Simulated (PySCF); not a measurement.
**C2H6F2SSi: electronic excitations and core binding energies**

Wanted: the electronic excitations and core binding energies of C2H6F2SSi (`CC(F)(F)[SiH2]S`), by calculation.

The runs use PySCF 2.14.0, with density-fitted response routines of our own; the level of theory stands in each step. All values are computed, except where a source is named. Atoms are numbered from 0 throughout.

### Step 1. The starting structure

12 atoms, charge 0, multiplicity 1; geometry from: GFN2-xTB.

Bonds of the start (Å): C0–C1 1.51, C1–F2 1.37, C1–F3 1.38, C1–Si4 1.94, Si4–S5 2.14, C0–H6 1.09, C0–H7 1.09, C0–H8 1.09, Si4–H9 1.46, Si4–H10 1.45, S5–H11 1.33.

### Step 2. Excited states and response: CAM-B3LYP/def2-SVPD

The job: settings as JSON, then the geometry in Å.

```
{"job": {"kind": "uv", "xc": "CAM-B3LYP", "basis": "def2-SVPD", "nstates": 8, "ntriplets": 3}, "charge": 0, "multiplicity": 1}
C      1.409135    -0.306545     0.590042
C      0.500168    -0.081674    -0.599722
F      1.193957     0.577525    -1.583982
F      0.187968    -1.299200    -1.168960
Si    -1.155367     0.878408    -0.271584
S     -2.343713    -0.348677     1.016408
H      0.875122    -0.862225     1.356229
H      1.719244     0.655018     0.989268
H      2.289882    -0.869382     0.285218
H     -1.795654     1.080148    -1.562581
H     -0.841204     2.084148     0.474456
H     -2.038340    -1.508228     0.449181
```

Method: TDDFT CAM-B3LYP/def2-SVPD, vertical, gas phase, core orbitals frozen in the response.

On the command line:

```bash
OMP_NUM_THREADS=1 python probes_run.py task.json out
```

This one command runs all jobs of the session in turn.

The program printed:

```text
coarse grid: 11312 points
cycle   1  E = -966.5282057265  dE =  5.248e-01  |g| = 7.058e-01  |ddm| = 4.015e+00
cycle   2  E = -966.4944536064  dE =  3.375e-02  |g| = 8.982e-01  |ddm| = 1.475e+00
cycle   3  E = -966.6290941929  dE = -1.346e-01  |g| = 5.962e-02  |ddm| = 7.333e-01
cycle   4  E = -966.6297723875  dE = -6.782e-04  |g| = 2.656e-02  |ddm| = 1.172e-01
cycle   5  E = -966.6299460518  dE = -1.737e-04  |g| = 4.575e-03  |ddm| = 4.619e-02
cycle   6  E = -966.6299520185  dE = -5.967e-06  |g| = 1.102e-03  |ddm| = 9.481e-03
final grid: 101528 points
cycle   7  E = -966.7413178146  dE = -1.931e-05  |g| = 4.682e-03  |ddm| = 3.968e-02
cycle   8  E = -966.7413162598  dE =  1.555e-06  |g| = 5.791e-03  |ddm| = 8.792e-03
cycle   9  E = -966.7413215781  dE = -5.318e-06  |g| = 2.928e-04  |ddm| = 4.167e-03
cycle  10  E = -966.7413215952  dE = -1.713e-08  |g| = 1.339e-04  |ddm| = 5.439e-04
cycle  11  E = -966.7413215995  dE = -4.359e-09  |g| = 1.769e-05  |ddm| = 2.182e-04
cycle  12  E = -966.7413215996  dE = -9.186e-11  |g| = 8.494e-06  |ddm| = 4.061e-05
converged SCF energy = -966.7413215996

Static polarisability (au): isotropic 73.146, principal 65.322 72.071 82.046

Singlet excitations
state   eV       nm        f      main configurations
  1   6.2305    199.0   0.01377   H->L 0.78, H->L+2 0.11
  2   6.4398    192.5   0.01554   H->L+2 0.40, H->L+1 0.19, H->L 0.19
  3   7.0249    176.5   0.01753   H->L+1 0.48, H->L+2 0.32, H->L+4 0.09
  4   7.5966    163.2   0.02572   H-1->L 0.53, H->L+3 0.27
  5   7.7573    159.8   0.00440   H->L+3 0.51, H-1->L 0.26
  6   7.9067    156.8   0.03876   H->L+6 0.59, H->L+7 0.10, H->L+5 0.08
  7   8.0278    154.4   0.00691   H->L+4 0.40, H->L+5 0.15, H->L+1 0.12
  8   8.1248    152.6   0.00547   H-1->L+2 0.35, H-2->L 0.22, H-1->L+3 0.10

Triplet excitations (Tamm-Dancoff, eV): 5.7700 6.0622 6.7503
```

Run time: 54 s. Hardware: 1 thread of Arm Neoverse N1, shared host; peak memory 0.78 GiB.

The orbitals next to the gap, with their largest atomic shares:

```tsv
orbital	eV	atoms
HOMO−3	-12.12	Si4 37 %, H10 26 %, H9 15 %
HOMO−2	-11.14	S5 50 %, Si4 20 %, H9 7 %
HOMO−1	-10.20	S5 23 %, C1 20 %, Si4 17 %
HOMO	-9.02	S5 71 %, Si4 10 %, H11 6 %
LUMO	0.63	S5 39 %, Si4 23 %, H11 10 %
LUMO+1	1.07	Si4 28 %, S5 18 %, H10 9 %
LUMO+2	1.21	Si4 33 %, S5 32 %, H10 9 %
```

With each of the 8 states as a Gaussian band of 0.4 eV half-width at 1/e, the curve within the window shown has maxima at 194 nm (ε 1,200), 158 nm (ε 2,800) L/(mol cm). Beyond the last state computed it falls off for lack of states. The curve at chosen wavelengths:

nm, ε (L/mol/cm) and a bar:
```
      147        549 #####
      150       1237 #############
      153       2059 ######################
      156       2653 #############################
      159       2767 ##############################
      162       2444 ##########################
      165       1926 #####################
      167       1598 #################
      170       1239 #############
      173       1047 ###########
      176        956 ##########
      179        906 #########
      182        891 #########
      185        929 ##########
      188       1015 ###########
      191       1108 ############
      194       1153 ############
      197       1115 ############
      200        994 ##########
      202        879 #########
      205        685 #######
      208        494 #####
      211        333 ###
      214        210 ##
      217        124 #
      220         70
```

Further results of this job:

```tsv
property	computed
dipole moment (D)	1.45
polarisability (Å³)	10.84
HOMO–LUMO gap (eV)	9.65
−ε(HOMO) (eV)	9.02
```

### Step 3. Core-electron binding energies: SCAN, X2C

Same as in step 2 but for these lines:

```diff
@@ -1,2 +1,2 @@
-{"job": {"kind": "uv", "xc": "CAM-B3LYP", "basis": "def2-SVPD", "nstates": 8, "ntriplets": 3}, "charge": 0, "multiplicity": 1}
+{"job": {"kind": "xps"}, "charge": 0, "multiplicity": 1}
 C      1.409135    -0.306545     0.590042
```

Level: delta-SCF UKS SCAN, pcX-2 on the ionised atom, pcseg-1 elsewhere, spin-free X2C.

The program printed:

```text
ground state, core basis on atom 0 (C), 153 functions
  cycle   1  E = -968.72864171  |g| = 6.56e-01
  cycle   2  E = -968.60303353  |g| = 1.07e+00
  cycle   3  E = -968.80890342  |g| = 1.21e-01
  cycle   4  E = -968.81178286  |g| = 3.99e-02
  cycle   5  E = -968.81214273  |g| = 6.81e-03
  cycle   6  E = -968.81215334  |g| = 3.64e-03
  cycle   7  E = -968.81215584  |g| = 9.30e-04
  cycle   8  E = -968.81215522  |g| = 4.97e-04
  E(ground) = -968.85396594 Eh
hole in C 1s of atom 0
  cycle   1  E = -957.55201396  |g| = 1.50e+00
  cycle   2  E = -956.68446299  |g| = 1.91e+00
  cycle   3  E = -958.02542456  |g| = 4.31e-01
  cycle   4  E = -958.06882763  |g| = 3.20e-01
  cycle   5  E = -958.10553675  |g| = 6.33e-02
  cycle   6  E = -958.10681188  |g| = 2.10e-02
  cycle   7  E = -958.10702770  |g| = 7.66e-03
  cycle   8  E = -958.10706025  |g| = 3.71e-03
  cycle   9  E = -958.10706833  |g| = 1.39e-03
  cycle  10  E = -958.10706886  |g| = 1.14e-03
  cycle  11  E = -958.10707047  |g| = 3.64e-04
  E(ion) = -958.14850602 Eh   <S^2> = 0.7673   hole on atom = 1.000   binding energy = 291.310 eV
ground state, core basis on atom 1 (C), 153 functions
  cycle   1  E = -968.82113300  |g| = 6.03e-02
  cycle   2  E = -968.82108290  |g| = 2.77e-02
  cycle   3  E = -968.82109996  |g| = 2.77e-02
  cycle   4  E = -968.82125432  |g| = 5.39e-03
  cycle   5  E = -968.82126142  |g| = 7.48e-04
  cycle   6  E = -968.82126253  |g| = 1.44e-04
  E(ground) = -968.86212760 Eh
hole in C 1s of atom 1
  cycle   1  E = -957.41645130  |g| = 1.51e+00
  cycle   2  E = -949.92838145  |g| = 3.44e+00
  cycle   3  E = -957.17382604  |g| = 1.27e+00
  cycle   4  E = -957.86470224  |g| = 5.65e-01
  cycle   5  E = -957.95254317  |g| = 2.87e-01
  cycle   6  E = -957.97841828  |g| = 9.82e-02
  cycle   7  E = -957.98287141  |g| = 2.90e-02
  cycle   8  E = -957.98307513  |g| = 1.45e-02
  cycle   9  E = -957.98318373  |g| = 3.33e-03
  cycle  10  E = -957.98319113  |g| = 1.68e-03
  cycle  11  E = -957.98319484  |g| = 6.29e-04
  cycle  12  E = -957.98319494  |g| = 2.95e-04
  E(ion) = -958.02605728 Eh   <S^2> = 0.7741   hole on atom = 1.000   binding energy = 294.864 eV
ground state, core basis on atom 2 (F), 153 functions
  cycle   1  E = -968.85602228  |g| = 1.18e-01
  cycle   2  E = -968.85556193  |g| = 6.88e-02
  cycle   3  E = -968.85555975  |g| = 6.97e-02
  cycle   4  E = -968.85622805  |g| = 4.49e-03
  cycle   5  E = -968.85623049  |g| = 8.21e-04
  cycle   6  E = -968.85623124  |g| = 2.90e-04
  E(ground) = -968.90006083 Eh
hole in F 1s of atom 2
  cycle   1  E = -942.48937067  |g| = 2.58e+00
  cycle   2  E = -940.65115500  |g| = 2.61e+00
  cycle   3  E = -942.39722751  |g| = 1.24e+00
  cycle   4  E = -943.35892230  |g| = 2.99e-01
  cycle   5  E = -943.37915274  |g| = 1.69e-01
  cycle   6  E = -943.38838238  |g| = 7.52e-02
  cycle   7  E = -943.39027986  |g| = 1.25e-02
  cycle   8  E = -943.39036012  |g| = 3.87e-03
  cycle   9  E = -943.39036857  |g| = 1.12e-03
  cycle  10  E = -943.39036826  |g| = 4.63e-04
  E(ion) = -943.44025891 Eh   <S^2> = 0.7575   hole on atom = 1.000   binding energy = 692.796 eV
ground state, core basis on atom 4 (Si), 164 functions
  cycle   1  E = -968.90554224  |g| = 2.94e-01
  cycle   2  E = -968.90391017  |g| = 1.27e-01
  cycle   3  E = -968.90230651  |g| = 1.58e-01
  cycle   4  E = -968.90637781  |g| = 1.08e-02
  cycle   5  E = -968.90638850  |g| = 3.78e-03
  cycle   6  E = -968.90639211  |g| = 6.11e-04
  cycle   7  E = -968.90639189  |g| = 2.14e-04
  E(ground) = -968.90705096 Eh
hole in Si 1s of atom 4
  cycle   1  E = -899.94672362  |g| = 4.35e+00
  cycle   2  E = -899.73940042  |g| = 2.28e+00
  cycle   3  E = -900.33847743  |g| = 1.01e+00
  cycle   4  E = -900.93039208  |g| = 3.89e-01
  cycle   5  E = -901.00110431  |g| = 1.56e-01
  cycle   6  E = -901.00895692  |g| = 6.26e-02
  cycle   7  E = -901.01052962  |g| = 1.52e-02
  cycle   8  E = -901.01064688  |g| = 7.08e-03
  cycle   9  E = -901.01066853  |g| = 2.07e-03
  cycle  10  E = -901.01066933  |g| = 9.31e-04
  cycle  11  E = -901.01067094  |g| = 3.11e-04
  E(ion) = -901.02071918 Eh   <S^2> = 0.7527   hole on atom = 1.000   binding energy = 1847.281 eV
hole in Si 2p of atom 4
  cycle   1  E = -964.60467874  |g| = 1.24e+00
  cycle   2  E = -964.23708764  |g| = 1.29e+00
  cycle   3  E = -964.82017295  |g| = 4.21e-01
  cycle   4  E = -964.92610605  |g| = 1.25e-01
  cycle   5  E = -964.93116443  |g| = 7.03e-02
  cycle   6  E = -964.93324175  |g| = 1.49e-02
  cycle   7  E = -964.93333352  |g| = 5.25e-03
  cycle   8  E = -964.93334337  |g| = 2.32e-03
  cycle   9  E = -964.93334704  |g| = 6.77e-04
  cycle  10  E = -964.93334731  |g| = 3.48e-04
  E(ion) = -964.94677657 Eh   <S^2> = 0.7525   hole on atom = 1.002   binding energy = 107.765 eV
  2p3/2 = 107.523 eV   2p1/2 = 108.147 eV
ground state, core basis on atom 5 (S), 164 functions
  cycle   1  E = -968.95754506  |g| = 4.05e-01
  cycle   2  E = -968.95750304  |g| = 4.14e-02
  cycle   3  E = -968.95719946  |g| = 5.11e-02
  cycle   4  E = -968.95801340  |g| = 5.60e-03
  cycle   5  E = -968.95801634  |g| = 1.84e-03
  cycle   6  E = -968.95801660  |g| = 3.21e-04
  E(ground) = -968.98551363 Eh
hole in S 1s of atom 5
  cycle   1  E = -876.71372880  |g| = 5.08e+00
  cycle   2  E = -875.62172096  |g| = 2.50e+00
  cycle   3  E = -867.71704404  |g| = 3.32e+00
  cycle   4  E = -877.81322295  |g| = 5.09e-01
  cycle   5  E = -877.81279526  |g| = 5.42e-01
  cycle   6  E = -877.92135006  |g| = 1.06e-01
  cycle   7  E = -877.92469677  |g| = 3.50e-02
  cycle   8  E = -877.92518663  |g| = 1.10e-02
  cycle   9  E = -877.92521938  |g| = 5.48e-03
  cycle  10  E = -877.92522859  |g| = 1.18e-03
  cycle  11  E = -877.92523074  |g| = 2.91e-04
  E(ion) = -877.94436644 Eh   <S^2> = 0.7513   hole on atom = 1.000   binding energy = 2477.356 eV
hole in S 2p of atom 5
  cycle   1  E = -962.27196238  |g| = 1.52e+00
  cycle   2  E = -961.16391808  |g| = 1.69e+00
  cycle   3  E = -962.42406466  |g| = 7.34e-01
  cycle   4  E = -962.70092636  |g| = 1.39e-01
  cycle   5  E = -962.70361746  |g| = 1.33e-01
  cycle   6  E = -962.70927239  |g| = 4.52e-02
  cycle   7  E = -962.71001042  |g| = 1.06e-02
  cycle   8  E = -962.71005421  |g| = 3.56e-03
  cycle   9  E = -962.71006048  |g| = 1.73e-03
  cycle  10  E = -962.71006075  |g| = 5.70e-04
  cycle  11  E = -962.71006027  |g| = 2.31e-04
  E(ion) = -962.74405618 Eh   <S^2> = 0.7528   hole on atom = 1.001   binding energy = 169.839 eV
  2p3/2 = 169.580 eV   2p1/2 = 170.824 eV
```

Run time: 2.2 min. Hardware: 1 thread of Arm Neoverse N1, shared host; peak memory 0.68 GiB.

Binding energies by hole, beside the orbital energy of the ground state; the difference holds orbital relaxation and, for a density functional, its self-interaction error:

```tsv
hole	stands for	environment	ΔSCF (eV; 2p as the shell's mean)	−ε (eV)	⟨S²⟩
C1s on C0	C0	methyl carbon	291.31	274.1	0.767
C1s on C1	C1	fully substituted sp3 carbon bonded to 2 F and Si	294.86	278.0	0.774
F1s on F2	F2, F3	fluorine of a CF2 group	692.80	667.1	0.757
Si1s on Si4	Si4	silicon bonded to C, S, 2 H	1847.28	1794.3	0.753
Si2p on Si4	Si4	silicon bonded to C, S, 2 H	107.73	97.1	0.753
S1s on S5	S5	sulfur bonded to Si, H	2477.36	2415.1	0.751
S2p on S5	S5	sulfur bonded to Si, H	169.99	158.3	0.753
```

Each hole run stands for the others of its class of like atoms.

With the spin-orbit splitting: Si4 2p3/2 107.52, 2p1/2 108.15 eV; S5 2p3/2 169.58, 2p1/2 170.82 eV. The table gives each 2p level as the mean over the whole 2p shell (two parts 2p3/2, one part 2p1/2), which differs a little from the single hole in the log.

### Step 4. Summary of results

```
                                quantity                        value
    lowest singlet (CAM-B3LYP/def2-SVPD)  6.23 eV (199 nm), f = 0.014
brightest single state of those computed  state 6, 7.91 eV, f = 0.039
                          lowest triplet                      5.77 eV
        C1s binding energies, SCAN/pcX-2      C1 294.86, C0 291.31 eV
        F1s binding energies, SCAN/pcX-2                 F2 692.80 eV
       Si1s binding energies, SCAN/pcX-2               Si4 1847.28 eV
       Si2p binding energies, SCAN/pcX-2                Si4 107.73 eV
        S1s binding energies, SCAN/pcX-2                S5 2477.36 eV
        S2p binding energies, SCAN/pcX-2                 S5 169.99 eV
```

In words: The first singlet state (HOMO→LUMO 0.78, HOMO→LUMO+2 0.11) lies at 6.23 eV and is weak; of the 8 states computed, the strongest absorption comes from state 6 at 7.91 eV. The lowest triplet lies 0.46 eV below the lowest singlet (triplets in Tamm-Dancoff, singlets in full TDDFT). C1 (fully substituted sp3 carbon bonded to 2 F and Si) binds its C1s electron 3.55 eV more tightly than C0 (methyl carbon).
